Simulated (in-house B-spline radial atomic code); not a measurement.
# Ge³⁺: ionisation energy by several methods

An exercise on one series of results from a longer session: the logs are not shown, and one member is left open.

The numbers are computed with in-house B-spline radial atomic code version 1 (non-relativistic, several functionals, spin-polarised, exact exchange averaged over the configuration; spherical all-electron atom at the radial basis limit), except any that are marked as measured or tabulated.

**The atom as given**

```
element       : germanium (Z = 32)
charge        : +3
electrons     : 29
configuration : [Ar] 3d10 4s1
nucleus       : point
```

Outer shells as boxes (Hund's rule):

[Ar] 3d10 4s1
```
[Ar] core
3d [↑↓][↑↓][↑↓][↑↓][↑↓]
4s [↑ ]
```

Where spins are not typed, each open shell is filled with up spins first.

The first run:

Settings, as recorded:

```ini
Z = 32
electrons = 29.0
configuration = [Ar] 3d10 4s1
hamiltonian = nr
method = wb97x
spin_polarised = True
exact_exchange = averaged over the configuration
```

Launch:

```
> python run_scf.py task.json out
```

task.json lists these runs, among others, and the program works through them in turn.

Steps of the session up to this table: ωB97X, a range-separated hybrid; LC-ωPBE, a range-separated hybrid; M06-2X, a global hybrid; CAM-B3LYP, a range-separated hybrid; B3LYP, a global hybrid; r2SCAN0, a global hybrid.

One table of the session follows, with a row left open; its other results are not shown here.

```
   method  ΔSCF (eV)
   M06-2X     45.300
    B3LYP     46.089
  r2SCAN0     45.380
    ωB97X     44.910
  LC-ωPBE     45.660
CAM-B3LYP          ?
```

Q: Estimate the row for CAM-B3LYP from the others.

As computed: ΔSCF (eV): 46.061. In the column «ΔSCF (eV)» it lies between LC-ωPBE (45.660) and B3LYP (46.089).

Caveats from the session: These runs lack relativity altogether, which can outweigh the gaps between the methods, so the nearest may be so by luck. These runs leave out relativity, which matters at this nuclear charge.
